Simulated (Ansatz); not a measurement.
**ZnH in Ansatz: the effect of functional**

Crystal: ZnH.

```
Zn H
1.0
     0.00000    2.21594    2.21594
     2.21594    0.00000    2.21594
     2.21594    2.21594    0.00000
Zn H
1 1
Direct
  0.00000 0.00000 0.00000
  0.25000 0.25000 0.25000
```

The cell was built by a generator and needn't be a form met in nature.

Alike in all runs:

* Program: Ansatz 0.2.0
* Task: band structure
* Potentials or basis: Ansatz PAW
* k mesh: 10 × 10 × 10
* Occupations: fermi-dirac, width 0.05 eV
* Spin: no spin polarisation

**Question.** One run gave: pressure -2.7 GPa. Which functional did it use?
A. r2SCAN
B. PBE
C. RPBE
D. revPBE
E. BLYP

**Answer.** A.

```tsv
functional	cutoff	pressure (GPa)
LDA	420 eV (not typed: the program's choice for these potentials)	-5.2
PBE	420 eV (not typed: the program's choice for these potentials)	0.2
PBEsol	420 eV (not typed: the program's choice for these potentials)	-3.3
RPBE	420 eV (not typed: the program's choice for these potentials)	2.3
revPBE	420 eV (not typed: the program's choice for these potentials)	1.7
BLYP	420 eV (not typed: the program's choice for these potentials)	5.2
r2SCAN	500 eV (not typed: the program's choice for these potentials)	-2.7
```

Caveats: the PAW data sets come from PBE, with cores solved anew for the run's functional, which leaves a small shift of forces and pressure (some runs).
